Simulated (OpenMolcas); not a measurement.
# Ir⁵⁺ among point charges: CASSCF and CASPT2 levels and susceptibility

Aim: the splitting of the states of Ir⁵⁺ in the field of 6 point charges, its lowest levels with spin-orbit coupling and its magnetic susceptibility.

The numbers are computed with OpenMolcas 26.06 (state-averaged CASSCF and CASPT2, spin-orbit coupling by RASSI with atomic mean-field integrals), except any that are marked as measured or tabulated.

**1. The atom as given**

* Species: Ir⁵⁺ (iridium, Z = 77, 72 electrons)
* Basis: ANO-RCC-VDZP [7s6p4d2f], 59 functions
* Scalar Hamiltonian: DKH2, point nucleus
* Inactive shells: 1s 2s 2p 3s 3p 3d 4s 4p 4d 4f 5s 5p
* Active space: 4 electrons in 5 orbitals (5d)
* Some configurations of this space: 5d4
* Orbitals: optimised for each spin and parity, averaged over all roots

The outer shells:

5d4
```
5d [↑ ][↑ ][↑ ][↑ ][  ]
```

The ion sits among 6 point charges of -0.85 e arranged as an octahedron (Oh), 2.16 Å from the ion.

Each step is its own input file, run in one work folder so that later steps find the files of earlier ones. Labels, J, g values, rates, χT and fits are worked out afterwards by a script from the matrices that RASSI stores. The input lists half of the charges; inversion (Group=XYZ) makes the rest.

**2. GATEWAY and SEWARD: basis and integrals**

File a.inp:

```
&GATEWAY
Coord
1

Ir 0.0 0.0 0.0
Basis=ANO-RCC-VDZP
Group=XYZ
NoMove
AngMom=0.0 0.0 0.0
AMFI
XField
3 Angstrom 0
2.160000 0.000000 0.000000 -0.850000
0.000000 2.160000 0.000000 -0.850000
0.000000 0.000000 2.160000 -0.850000
&SEWARD
```

Launch:

```bash
OMP_NUM_THREADS=1 MOLCAS_MEM=1689 MOLCAS_PROJECT=a pymolcas a.inp > a.log
```

**3. CASSCF: quintets of even parity, 5 roots**

File a.inp:

```
&RASSCF
FileOrb=start.orb
Symmetry=1
Spin=5
nActEl=4 0 0
Inactive=15 19
Ras2=5 0
CIRoot=5 5 1
SDav=5
CIMx=300
Iter=120 100
PrWF=0.3
OrbListing=Nothing
MaxOrb=0
>>> COPY $Project.JobIph JOB001
```

start.orb holds the contracted functions of the basis, ordered by shell, or the orbitals of the step before.

**4. CASSCF: triplets of even parity, 45 roots**

File a.inp:

```
&RASSCF
FileOrb=start.orb
Symmetry=1
Spin=3
nActEl=4 0 0
Inactive=15 19
Ras2=5 0
CIRoot=45 45 1
SDav=45
CIMx=300
Iter=120 100
PrWF=0.3
OrbListing=Nothing
MaxOrb=0
>>> COPY $Project.JobIph JOB002
```

**5. CASSCF: singlets of even parity, 50 roots**

File a.inp:

```
&RASSCF
FileOrb=start.orb
Symmetry=1
Spin=1
nActEl=4 0 0
Inactive=15 19
Ras2=5 0
CIRoot=50 50 1
SDav=50
CIMx=300
Iter=120 100
PrWF=0.3
OrbListing=Nothing
MaxOrb=0
>>> COPY $Project.JobIph JOB003
```

**6. State interaction with spin-orbit coupling**

File a.inp:

```
&RASSI
NrOfJobIphs=3 5 45 50
1 2 3 4 5
1 2 3 4 5 6 7 8 9 10 11 12 13 14 15 16 17 18 19 20 21 22 23 24 25 26 27
28 29 30 31 32 33 34 35 36 37 38 39 40 41 42 43 44 45
1 2 3 4 5 6 7 8 9 10 11 12 13 14 15 16 17 18 19 20 21 22 23 24 25 26 27
28 29 30 31 32 33 34 35 36 37 38 39 40 41 42 43 44 45 46 47 48 49 50
IphNames
JOB001
JOB002
JOB003
EJob
SpinOrbit
DIPRint=1.0
SOCoupling=1000.0
Subsets=2
Property=9
'ANGMOM' 1 'ANGMOM' 2 'ANGMOM' 3 'MLTPL  1' 1 'MLTPL  1' 2 'MLTPL  1' 3
'AMFI' 1 'AMFI' 2 'AMFI' 3
SOProperty=3
'ANGMOM' 1 'ANGMOM' 2 'ANGMOM' 3
```

**7. CASPT2: IPEA 0.25, imaginary shift 0.1 (closed shells correlated: 5s 5p)**

File a.inp:

```
>>> COPY JOB001 $Project.JobIph
&CASPT2
Multistate=5 1 2 3 4 5
NoMult
Frozen=14 16
IPEA=0.25
Imaginary=0.1
MaxIter=60
WThr=0.0 0.3 0.05
PrWF=0.5
NoMix
>>> COPY JOB002 $Project.JobIph
&CASPT2
Multistate=45 1 2 3 4 5 6 7 8 9 10 11 12 13 14 15 16 17 18 19 20 21 22
23 24 25 26 27 28 29 30 31 32 33 34 35 36 37 38 39 40 41 42 43 44 45
NoMult
Frozen=14 16
IPEA=0.25
Imaginary=0.1
MaxIter=60
WThr=0.0 0.3 0.05
PrWF=0.5
NoMix
>>> COPY JOB003 $Project.JobIph
&CASPT2
Multistate=50 1 2 3 4 5 6 7 8 9 10 11 12 13 14 15 16 17 18 19 20 21 22
23 24 25 26 27 28 29 30 31 32 33 34 35 36 37 38 39 40 41 42 43 44 45 46
47 48 49 50
NoMult
Frozen=14 16
IPEA=0.25
Imaginary=0.1
MaxIter=60
WThr=0.0 0.3 0.05
PrWF=0.5
NoMix
```

(Steps that only read results are left out.)

Q: Predict the outcome of this session. Wanted: spin-free ground state; first state of the same spin within the active space; lowest level; next level.

**Answer**, as computed:

```
                                            quantity                                                                        value
                                              method  SS-CASPT2, IPEA 0.25, imaginary shift 0.1 (closed shells correlated: 5s 5p)
                              spin-free ground state                                               5E, 2-fold in its orbital part
first state of the same spin within the active space                                                             5T2 at 2410 cm⁻¹
                                        lowest level                                                                    1-fold A1
                                          next level                                                                  5852.3 cm⁻¹
                                         χT at 300 K                                                               0.04 cm³ K/mol
                           effective moment at 300 K                                                                      0.57 μB
```

Cost by method:

| method | time of its own steps | time with the reference |
| --- | --- | --- |
| A. CASSCF | 23 s | 23 s |
| B. SS-CASPT2, IPEA 0.25, imaginary shift 0.1, +5s 5p | 7.5 s | 31 s |

Times are of one thread on a shared host.

In words: The spin-free ground state (5E) comes to 100 % from free-ion D terms and keeps the highest spin of the shell. χT at 300 K is 0.04, against 3.01 cm³ K/mol for the spin alone, so spin-orbit coupling lowers it. An active space of the d shell alone favours high spin; real ions in strong fields can be low spin. CASPT2 does not keep the components of a term degenerate, and the means are used. An orbital doublet at a regular site is open to a Jahn-Teller distortion, which this geometry leaves out. The field of point charges can differ much from that of real complexes. With metal d orbitals alone active, the gaps between spin states are rough; where two lie within a few thousand cm-1, their order is open. This is an electrostatic model: the charges have no orbitals.
